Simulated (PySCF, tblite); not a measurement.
# C8H9N: a rotation path, then NMR shifts on frames, part 2 of 2

tblite 0.8.0 and PySCF 2.14.0. Atoms count from 0. Earlier steps stand in the parts before.

## 5. Nuclear shieldings: image 5, PBE0/pcSseg-1

Job settings and geometry (Å):

```
{"job": {"kind": "nmr", "xc": "PBE0", "basis": "pcSseg-1", "pop": false}, "charge": 0, "multiplicity": 1}
C      2.800400    -0.882600    -1.179000
C      1.751600    -0.327200    -0.574100
C      0.767000    -1.083200     0.150900
C     -0.424400    -0.643800     0.621200
C     -1.162200    -1.551200     1.421500
N     -1.753000    -2.285900     2.075500
C     -1.091100     0.653700     0.409400
C     -1.836000     1.176900     1.380800
C     -0.995600     1.308400    -0.937500
H      2.960300    -1.948100    -1.181000
H      3.523900    -0.285900    -1.707000
H      1.639300     0.746100    -0.596200
H      1.036400    -2.111600     0.365900
H     -1.936900     0.705000     2.343300
H     -2.359700     2.107800     1.245200
H     -1.244000     0.594800    -1.722000
H     -1.687200     2.145600    -0.988800
H      0.002700     1.687700    -1.139500
```

Method: GIAO PBE0/pcSseg-1 NMR shielding, non-relativistic, gas phase.

What it wrote:

```text
coarse grid: 15336 points
cycle   1  E = -364.3331184338  dE =  1.276e+00  |g| = 5.092e-01  |ddm| = 4.076e+00
cycle   2  E = -364.1997313288  dE =  1.334e-01  |g| = 9.411e-01  |ddm| = 1.332e+00
cycle   3  E = -364.3917458227  dE = -1.920e-01  |g| = 1.896e-01  |ddm| = 9.226e-01
cycle   4  E = -364.4002396157  dE = -8.494e-03  |g| = 3.788e-02  |ddm| = 1.896e-01
cycle   5  E = -364.4005488911  dE = -3.093e-04  |g| = 1.389e-02  |ddm| = 5.294e-02
cycle   6  E = -364.4005962067  dE = -4.732e-05  |g| = 3.001e-03  |ddm| = 1.552e-02
cycle   7  E = -364.4005982389  dE = -2.032e-06  |g| = 1.172e-03  |ddm| = 3.491e-03
final grid: 149008 points
cycle   8  E = -364.4543212531  dE = -3.961e-05  |g| = 7.976e-03  |ddm| = 4.006e-02
cycle   9  E = -364.4543191374  dE =  2.116e-06  |g| = 8.543e-03  |ddm| = 1.499e-02
cycle  10  E = -364.4543373776  dE = -1.824e-05  |g| = 1.614e-03  |ddm| = 8.234e-03
cycle  11  E = -364.4543380345  dE = -6.569e-07  |g| = 4.029e-04  |ddm| = 1.739e-03
cycle  12  E = -364.4543380645  dE = -2.994e-08  |g| = 1.943e-04  |ddm| = 4.897e-04
cycle  13  E = -364.4543380719  dE = -7.393e-09  |g| = 6.237e-05  |ddm| = 1.753e-04
cycle  14  E = -364.4543380728  dE = -9.593e-10  |g| = 1.284e-05  |ddm| = 6.761e-05
converged SCF energy = -364.4543380728

GIAO shielding tensors (ppm)
atom      isotropic    diamagn.    paramagn.     s11        s22        s33       span
  0 C       54.146     252.572    -198.427    -53.562     54.160    161.839    215.400
  1 C       45.518     256.126    -210.608    -70.129     43.264    163.418    233.548
  2 C       37.175     253.312    -216.137    -67.460     38.632    140.352    207.812
  3 C       64.305     256.060    -191.755    -32.473     82.949    142.441    174.914
  4 C       60.875     260.325    -199.450    -62.969    -46.268    291.861    354.830
  5 N      -46.541     341.912    -388.452   -194.063   -172.578    227.019    421.082
  6 C       39.154     256.769    -217.615    -77.260     40.397    154.326    231.586
  7 C       55.097     251.162    -196.066    -52.220     67.736    149.774    201.995
  8 C      159.458     246.974     -87.517    143.626    151.896    182.851     39.226
  9 H       25.911      30.128      -4.217     22.637     25.473     29.623      6.986
 10 H       25.863      28.750      -2.887     23.149     25.140     29.299      6.150
 11 H       24.614      33.492      -8.878     21.202     22.530     30.109      8.907
 12 H       24.796      32.448      -7.652     21.816     23.140     29.431      7.615
 13 H       25.736      31.062      -5.326     22.724     24.551     29.933      7.209
 14 H       25.864      29.988      -4.124     22.719     25.340     29.535      6.816
 15 H       29.711      29.772      -0.060     26.519     28.381     34.234      7.715
 16 H       29.626      29.672      -0.046     25.537     28.427     34.915      9.378
 17 H       29.187      30.897      -1.710     24.283     29.044     34.233      9.950
```

Run time: 41 s. Hardware: 1 thread of Intel Xeon Platinum 8375C at 2.90GHz, shared host; peak memory 0.89 GiB.

Key values: δ C2 149.8, C6 147.8, C1 141.4, C0 132.8, H11 7.10, H12 6.92 ppm.

## 6. Nuclear shieldings: image 6, PBE0/pcSseg-1

Job settings and geometry (Å):

```
{"job": {"kind": "nmr", "xc": "PBE0", "basis": "pcSseg-1", "pop": false}, "charge": 0, "multiplicity": 1}
C      2.906000    -0.697400    -0.897800
C      1.747100    -0.252000    -0.416900
C      0.734400    -1.128100     0.110300
C     -0.494100    -0.733900     0.501000
C     -1.379000    -1.673300     1.071300
N     -2.109000    -2.425600     1.539100
C     -1.044400     0.640100     0.375000
C     -1.311100     1.365200     1.450500
C     -1.330100     1.095100    -1.024900
H      3.134900    -1.750200    -0.928400
H      3.657400    -0.030100    -1.282300
H      1.537800     0.809100    -0.393500
H      1.003700    -2.172300     0.212600
H     -1.116100     1.000500     2.444900
H     -1.725900     2.356000     1.374000
H     -2.058000     0.427900    -1.487400
H     -1.732600     2.104800    -1.022100
H     -0.429800     1.070300    -1.637000
```

Method: GIAO PBE0/pcSseg-1 NMR shielding, non-relativistic, gas phase.

What it wrote:

```text
coarse grid: 15336 points
cycle   1  E = -364.3331350060  dE =  1.270e+00  |g| = 5.110e-01  |ddm| = 4.057e+00
cycle   2  E = -364.2011711147  dE =  1.320e-01  |g| = 9.399e-01  |ddm| = 1.347e+00
cycle   3  E = -364.3917642781  dE = -1.906e-01  |g| = 1.943e-01  |ddm| = 9.414e-01
cycle   4  E = -364.4007100911  dE = -8.946e-03  |g| = 3.762e-02  |ddm| = 1.925e-01
cycle   5  E = -364.4010204194  dE = -3.103e-04  |g| = 1.349e-02  |ddm| = 5.328e-02
cycle   6  E = -364.4010626625  dE = -4.224e-05  |g| = 3.561e-03  |ddm| = 1.514e-02
cycle   7  E = -364.4010656222  dE = -2.960e-06  |g| = 1.202e-03  |ddm| = 4.159e-03
final grid: 149008 points
cycle   8  E = -364.4555238971  dE = -4.857e-05  |g| = 7.925e-03  |ddm| = 5.017e-02
cycle   9  E = -364.4555228702  dE =  1.027e-06  |g| = 8.206e-03  |ddm| = 1.458e-02
cycle  10  E = -364.4555399087  dE = -1.704e-05  |g| = 1.453e-03  |ddm| = 7.884e-03
cycle  11  E = -364.4555404810  dE = -5.722e-07  |g| = 3.800e-04  |ddm| = 1.818e-03
cycle  12  E = -364.4555405113  dE = -3.037e-08  |g| = 1.813e-04  |ddm| = 5.066e-04
cycle  13  E = -364.4555405172  dE = -5.903e-09  |g| = 7.916e-05  |ddm| = 1.799e-04
cycle  14  E = -364.4555405186  dE = -1.355e-09  |g| = 1.605e-05  |ddm| = 7.278e-05
cycle  15  E = -364.4555405186  dE = -4.957e-11  |g| = 6.588e-06  |ddm| = 1.778e-05
converged SCF energy = -364.4555405186

GIAO shielding tensors (ppm)
atom      isotropic    diamagn.    paramagn.     s11        s22        s33       span
  0 C       53.643     252.683    -199.039    -54.283     53.681    161.531    215.814
  1 C       46.310     256.019    -209.709    -71.444     45.089    165.284    236.728
  2 C       34.878     252.697    -217.819    -74.678     37.475    141.838    216.516
  3 C       63.490     258.138    -194.648    -37.352     81.959    145.864    183.216
  4 C       62.195     259.499    -197.304    -59.120    -46.228    291.933    351.053
  5 N      -49.689     341.491    -391.180   -188.237   -180.260    219.429    407.666
  6 C       37.877     258.299    -220.423    -80.660     47.617    146.674    227.334
  7 C       60.102     251.401    -191.299    -48.198     75.482    153.021    201.218
  8 C      159.314     246.132     -86.818    142.478    150.292    185.172     42.694
  9 H       25.847      30.044      -4.197     22.523     25.326     29.692      7.169
 10 H       25.853      28.833      -2.980     23.161     25.082     29.316      6.154
 11 H       24.871      33.529      -8.659     21.221     23.071     30.320      9.099
 12 H       24.841      32.616      -7.775     21.653     23.780     29.089      7.435
 13 H       26.248      31.211      -4.964     22.706     25.331     30.706      8.000
 14 H       26.005      30.324      -4.320     22.871     25.505     29.638      6.767
 15 H       29.506      28.636       0.869     25.845     28.129     34.542      8.697
 16 H       29.731      29.665       0.066     26.166     27.965     35.062      8.896
 17 H       29.630      30.548      -0.918     25.144     29.769     33.978      8.834
```

Wall time 41 s (1 thread of Intel Xeon Platinum 8375C at 2.90GHz, shared host); peak memory 0.89 GiB.

In short: δ C2 152.0, C6 149.0, C1 140.6, C0 133.3, H12 6.88, H11 6.85 ppm.

## 7. Nuclear shieldings: image 8, PBE0/pcSseg-1

Job settings and geometry (Å):

```
{"job": {"kind": "nmr", "xc": "PBE0", "basis": "pcSseg-1", "pop": false}, "charge": 0, "multiplicity": 1}
C      3.160200    -0.661700    -0.199100
C      1.898100    -0.235100    -0.190800
C      0.781300    -1.115800     0.015300
C     -0.509900    -0.732000     0.138900
C     -1.501800    -1.734500     0.229300
N     -2.310600    -2.545200     0.304200
C     -1.005300     0.656400     0.182300
C     -0.448800     1.566300     0.973600
C     -2.198000     0.941800    -0.680200
H      3.408900    -1.695200    -0.020500
H      3.984700     0.007400    -0.373500
H      1.674000     0.809200    -0.361300
H      1.006000    -2.175800     0.033200
H      0.376700     1.330800     1.623300
H     -0.823000     2.575300     1.016300
H     -3.038700     0.317400    -0.377400
H     -2.487000     1.986700    -0.603300
H     -1.975500     0.710400    -1.722100
```

Level: GIAO PBE0/pcSseg-1 NMR shielding, non-relativistic, gas phase.

What it wrote:

```text
coarse grid: 15336 points
cycle   1  E = -364.3381571633  dE =  1.273e+00  |g| = 5.084e-01  |ddm| = 4.061e+00
cycle   2  E = -364.2083731436  dE =  1.298e-01  |g| = 9.349e-01  |ddm| = 1.334e+00
cycle   3  E = -364.3956807389  dE = -1.873e-01  |g| = 1.919e-01  |ddm| = 9.317e-01
cycle   4  E = -364.4043901712  dE = -8.709e-03  |g| = 3.767e-02  |ddm| = 1.905e-01
cycle   5  E = -364.4047001005  dE = -3.099e-04  |g| = 1.362e-02  |ddm| = 5.436e-02
cycle   6  E = -364.4047443744  dE = -4.427e-05  |g| = 3.236e-03  |ddm| = 1.613e-02
cycle   7  E = -364.4047467460  dE = -2.372e-06  |g| = 1.203e-03  |ddm| = 3.779e-03
final grid: 149008 points
cycle   8  E = -364.4586132187  dE = -5.198e-05  |g| = 8.015e-03  |ddm| = 5.492e-02
cycle   9  E = -364.4586127608  dE =  4.579e-07  |g| = 8.169e-03  |ddm| = 1.495e-02
cycle  10  E = -364.4586297927  dE = -1.703e-05  |g| = 1.316e-03  |ddm| = 7.851e-03
cycle  11  E = -364.4586302475  dE = -4.547e-07  |g| = 3.516e-04  |ddm| = 1.629e-03
cycle  12  E = -364.4586302735  dE = -2.602e-08  |g| = 1.848e-04  |ddm| = 5.076e-04
cycle  13  E = -364.4586302798  dE = -6.371e-09  |g| = 7.942e-05  |ddm| = 1.879e-04
cycle  14  E = -364.4586302812  dE = -1.366e-09  |g| = 1.601e-05  |ddm| = 7.507e-05
cycle  15  E = -364.4586302813  dE = -4.570e-11  |g| = 6.591e-06  |ddm| = 1.763e-05
converged SCF energy = -364.4586302813

GIAO shielding tensors (ppm)
atom      isotropic    diamagn.    paramagn.     s11        s22        s33       span
  0 C       53.817     252.723    -198.906    -56.654     55.952    162.152    218.805
  1 C       45.330     256.045    -210.714    -71.399     41.282    166.108    237.507
  2 C       33.913     253.157    -219.244    -72.287     32.160    141.867    214.154
  3 C       63.419     258.276    -194.858    -36.206     84.306    142.155    178.361
  4 C       62.747     260.154    -197.407    -56.764    -46.346    291.351    348.115
  5 N      -52.500     341.791    -394.291   -203.451   -178.512    224.462    427.912
  6 C       38.770     259.210    -220.440    -79.103     42.423    152.990    232.093
  7 C       59.427     254.517    -195.090    -42.785     71.929    149.139    191.924
  8 C      161.470     245.454     -83.984    147.677    151.268    185.466     37.789
  9 H       25.746      30.159      -4.413     22.262     25.304     29.673      7.411
 10 H       25.897      28.886      -2.989     23.084     25.155     29.453      6.370
 11 H       24.463      33.811      -9.348     20.462     22.409     30.518     10.056
 12 H       24.696      32.870      -8.174     21.368     23.438     29.282      7.914
 13 H       26.430      32.807      -6.378     22.909     25.652     30.728      7.820
 14 H       26.042      30.982      -4.940     23.327     25.225     29.574      6.247
 15 H       29.010      28.047       0.962     24.578     28.668     33.782      9.204
 16 H       29.760      28.787       0.973     25.864     28.416     35.000      9.136
 17 H       29.834      29.137       0.697     26.426     28.168     34.909      8.483
```

Wall time 44 s (1 thread of Intel Xeon Platinum 8375C at 2.90GHz, shared host); peak memory 0.89 GiB.

This run: δ C2 153.0, C6 148.2, C1 141.6, C0 133.1, H11 7.25, H12 7.02 ppm.

## 8. Side by side: NMR shifts

Shifts (ppm) of some atoms, chosen among heavy atoms and hydrogens apart, with basis size and wall time:

| frame | C2 | C7 | C4 | C8 | H17 | H15 | N5 | functions | time |
| --- | --- | --- | --- | --- | --- | --- | --- | --- | --- |
| image 0 | 153.2 | 127.6 | 124.2 | 25.4 | 2.69 | 1.89 | 320.2 | 198 | 49 s |
| image 2 | 151.5 | 128.1 | 125.4 | 26.9 | 2.20 | 2.26 | 315.9 | 198 | 38 s |
| image 5 | 149.8 | 131.8 | 126.1 | 27.5 | 2.53 | 2.01 | 314.3 | 198 | 41 s |
| image 6 | 152.0 | 126.8 | 124.7 | 27.6 | 2.09 | 2.21 | 317.4 | 198 | 41 s |
| image 8 | 153.0 | 127.5 | 124.2 | 25.5 | 1.88 | 2.71 | 320.2 | 198 | 44 s |

## 9. Summary of results

This closing draws on all 2 parts.

| quantity | value |
| --- | --- |
| barrier | 0.108 eV (2.5 kcal/mol) at image 5 |
| end to end (GFN2-xTB) | 0.000 eV |
| 13C shifts against TMS (PBE0/pcSseg-1, image 0) | 153.2, 148.1, 141.7, 133.0, 127.6, 124.2, 123.5, 25.4 ppm |
| 1H shifts against TMS (PBE0/pcSseg-1, image 0) | 7.25, 7.04, 5.97, 5.82, 5.68, 5.29, 2.69, 1.95, 1.89 ppm |
| 15N shifts against NH3 (PBE0/pcSseg-1, image 0) | 320.2 ppm |
| surface potential, 1st and 99th percentile | -1.78 V and 1.13 V |
| range of the shift of N5 | 314.3 to 320.2 ppm |

Along the band the dihedral turns by 269°, and the top (dihedral 219°) lies 2.5 kcal/mol above the start (GFN2-xTB, rough), so at room temperature this motion is fast. The top was not checked by a frequency run. Shifts at one fixed geometry are not the observed spectrum, which averages over the motion. In the first frame run (image 0): The largest span, 428 ppm, is at N5, where the paramagnetic term is -394 ppm. By nearest atom (PBE0/pcSseg-1), the HOMO sits on C0, C3 about 18 % each; C2, C7 about 13 % each and the LUMO on C0, C2, C3 about 18 % each; N5 10 %. In ppm, N5 moves most: its shift spreads over 6.0 ppm, from 314.3 (image 5) to 320.2 (image 0).
